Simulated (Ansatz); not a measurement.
Runs of Ansatz 0.2.0 on ScNb. The structure is hexagonal, space group P-6m2 (No. 187). Conventional cell: a = 3.066 Å, b = 3.066 Å, c = 5.072 Å, α = 90.00°, β = 90.00°, γ = 120.00°. Around Nb (site symmetry -6m2) lie 6 Nb at 3.07 Å and 6 Sc at 3.09 Å. Sc (site symmetry -6m2) has 6 Sc at 3.07 Å and 6 Nb at 3.09 Å as nearest neighbours. The cell comes from a database or a generator and needn't be the stable form of this composition.

```csv
potentials or basis,cutoff (eV),V0 of scaled cells (Å³/atom),B0 (GPa)
SSSP efficiency PAW,1225,(a),102
Ansatz PAW,420,20.61,102
Ansatz PAW earlier set,920,20.61,102
JTH PAW,1350,20.60,102
Ansatz PAW earlier set,708,20.61,102
SPMS NC,762,20.62,101
PseudoDojo standard,1116,20.62,102
PseudoDojo stringent,1116,20.62,102
```

Alike in all rows: task equation of state; level PBE; no spin polarisation; cell as given; k mesh 10 × 10 × 5; smearing fermi-dirac 0.05 eV.

**Question.** Fill in the values left out.

**Answer.** (a) 20.63.

Caveats: the cell was scaled at fixed shape and fractional positions, which overstates the stiffness of a crystal with free parameters, most of all of layers and chains.
